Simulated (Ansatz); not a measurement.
Crystal: NiMoIrPdW.

```
CELL_PARAMETERS angstrom
2.76616 0.00000 0.00000
-1.38308 2.39557 0.00000
0.00000 0.00000 11.02292
ATOMIC_POSITIONS crystal
Ni 0.33333 0.66667 0.59712
Mo 0.00000 0.00000 0.41074
Pd 0.66667 0.33333 0.79520
Ir 0.66667 0.33333 0.19960
W 0.33333 0.66667 0.99734
```

The cell was built by a generator and needn't be a form met in nature.

Base run:

* Program: Ansatz 0.2.0
* Functional: r2SCAN
* Potentials or basis: Ansatz PAW
* Cutoff: 500 eV (not typed: the program's choice for these potentials)
* k mesh: 8 × 8 × 2
* Occupations: fermi-dirac, width 0.05 eV
* Spin: non-collinear spin, ferromagnetic start, spin-orbit coupling
* Starting moments: [[0.0, 0.0, 1.0], [0.0, 0.0, 1.0], [0.0, 0.0, 0.0], [0.0, 0.0, 0.6], [0.0, 0.0, 0.0]] μB

Its results: band gap on the k mesh none (metal or under the smearing width); pressure -4.9 GPa; net moment 0.46 μB per cell; largest force 0.054 eV/Å.

Q: The run is repeated on the same cell with these changes: functional from r2SCAN to PBE; cutoff from 500 eV (not typed: the program's choice for these potentials) to 420 eV (not typed: the program's choice for these potentials). What comes out?

A: Band gap on the k mesh none (metal or under the smearing width); pressure 0.4 GPa; net moment 0.00 μB per cell; largest force 0.080 eV/Å.

Caveats: the magnetic or orbital state may not be the lowest (some runs); the PAW data sets come from PBE, with cores solved anew for the run's functional, which leaves a small shift of forces and pressure (some runs); the starting moments weren't kept (some runs); the thresholds are loose for stress (some runs).
